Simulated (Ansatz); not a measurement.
# Ta16O: the cost of one run

Computed with Ansatz 0.2.0 (DFT PBE, scalar-relativistic, plane waves, PAW, unless a step's input says otherwise).

7 further runs of the same task are left out: 1 that didn't finish, 6 set aside as unsound or not needed. Runs told in other sessions of the task aren't counted.

### Step 1. The structure to begin with

Symmetry: Pmm2, No. 25, orthorhombic system. Conventional cell: a = 6.638 Å, b = 6.638 Å, c = 20.300 Å, α = 90.00°, β = 90.00°, γ = 90.00°. Ta (site symmetry m) is surrounded by 4 Ta at 2.87 Å. Around Ta (site symmetry m) lie 9 Ta at 2.87 to 3.14 Å. Around Ta (site symmetry m) lie 8 Ta at 2.78 to 2.87 Å and 1 O at 3.15 Å. Around Ta (site symmetry m) lie 8 Ta at 2.78 to 2.87 Å. Around Ta (site symmetry m) lie 1 O at 2.04 Å. Around Ta (site symmetry m) lie 5 Ta at 2.78 to 3.14 Å. Only part of the 9 independent sites is listed.

Structure file:

```cif
data_structure
_symmetry_space_group_name_H-M 'P 1'
_symmetry_Int_Tables_number 1
_cell_length_a 6.6379
_cell_length_b 6.6379
_cell_length_c 20.2997
_cell_angle_alpha 90.000
_cell_angle_beta 90.000
_cell_angle_gamma 90.000
_cell_volume 894.45
loop_
_atom_site_label
_atom_site_type_symbol
_atom_site_fract_x
_atom_site_fract_y
_atom_site_fract_z
_atom_site_occupancy
Ta1 Ta 0.25000 0.25000 0.19705 1
Ta2 Ta 0.25000 0.75000 0.19705 1
Ta3 Ta 0.75000 0.25000 0.19705 1
Ta4 Ta 0.75000 0.75000 0.19705 1
Ta5 Ta 0.00000 0.00000 0.27880 1
Ta6 Ta 0.00000 0.50000 0.27880 1
Ta7 Ta 0.50000 0.00000 0.27880 1
Ta8 Ta 0.50000 0.50000 0.27880 1
Ta9 Ta 0.25000 0.25000 0.35991 1
Ta10 Ta 0.25000 0.75000 0.35991 1
Ta11 Ta 0.75000 0.25000 0.35991 1
Ta12 Ta 0.75000 0.75000 0.35991 1
Ta13 Ta 0.00000 0.00000 0.43349 1
Ta14 Ta 0.00000 0.50000 0.43349 1
Ta15 Ta 0.50000 0.00000 0.43349 1
Ta16 Ta 0.50000 0.50000 0.43349 1
O1 O 0.00000 0.25000 0.49162 1
```

This is the geometry of the first run shown, built on a cell relaxed beforehand with the same method.

### Step 2. The scan

Atoms count from 1 in the order of the input.

O is moved over the surface cell; relaxed at each place: the height of the adsorbate's atoms; substrate rigid; the origin of the map has the adsorbate above Ta13.

The axes are (1) position of O17 along the first surface vector, from above Ta13: 8 values from 0.000 to 0.875, periodic; (2) position of O17 along the second surface vector, from above Ta13: 8 values from 0.000 to 0.875, periodic.

Relaxed at each point: the height of the adsorbate's atoms; substrate rigid. Points are written as (first, second).

The two vectors of the plane (Å): (3.319, 0.000, 0.000); (0.000, 3.319, 0.000).

### Step 3. Grid point (0/8, 4/8) of the map's two axes

Input file input.yaml:

```yaml
crystal:
  lattice:
    - [6.6379342675, 0.0, 0.0]
    - [0.0, 6.6379342675, 0.0]
    - [0.0, 0.0, 20.2996557315]
  atoms:
    - { symbol: Ta, position: [0.25, 0.25, 0.1970476767] }
    - { symbol: Ta, position: [0.25, 0.75, 0.1970476767] }
    - { symbol: Ta, position: [0.75, 0.25, 0.1970476767] }
    - { symbol: Ta, position: [0.75, 0.75, 0.1970476767] }
    - { symbol: Ta, position: [0.0, 0.0, 0.2787970221] }
    - { symbol: Ta, position: [0.0, 0.5, 0.2787970221] }
    - { symbol: Ta, position: [0.5, 0.0, 0.2787970221] }
    - { symbol: Ta, position: [0.5, 0.5, 0.2787970221] }
    - { symbol: Ta, position: [0.25, 0.25, 0.3599139031] }
    - { symbol: Ta, position: [0.25, 0.75, 0.3599139031] }
    - { symbol: Ta, position: [0.75, 0.25, 0.3599139031] }
    - { symbol: Ta, position: [0.75, 0.75, 0.3599139031] }
    - { symbol: Ta, position: [0.0, 0.0, 0.4334879294] }
    - { symbol: Ta, position: [0.0, 0.5, 0.4334879294] }
    - { symbol: Ta, position: [0.5, 0.0, 0.4334879294] }
    - { symbol: Ta, position: [0.5, 0.5, 0.4334879294] }
    - { symbol: O, position: [0.0, 0.25, 0.4916169941] }
basis:
  ecutwfc: 420
kpoints:
  mp_grid: { grid: [4, 4, 1] }
hamiltonian:
  xc: pbe
  pseudopotentials: { kind: paw, azcp: { folder: soft_1 } }
scf:
  occupations: { method: gaussian, width: 0.1 }
output:
  forces: true
  eigenvalues: true
  write_density: true
  write_potential: true
  elf: true
  volumetric_format: npy
relax:
  adjacent_minimum: "off"
  f_tol: 0.025
  max_steps: 16
  constraints:
    - { sites: [0, 1, 2, 3, 4, 5, 6, 7, 8, 9, 10, 11, 12, 13, 14, 15] }
    - { sites: [16], fix: xy }
efield:
  axis: 3
  dipole_correction: true
  ramp_width: 0.04
```

On the command line:

```console
$ ansatz run input.yaml --threads 4 --pin off --max-ram 12288MiB --backend cpu --events-out ev --progress --plain --runs-dir out
```

Q: Estimate wall time and peak memory on 4 threads of Intel Xeon Platinum 8259CL at 2.50GHz (Skylake/Cascade Lake), shared host.

About 73 s, with a peak of 2.7 GiB.
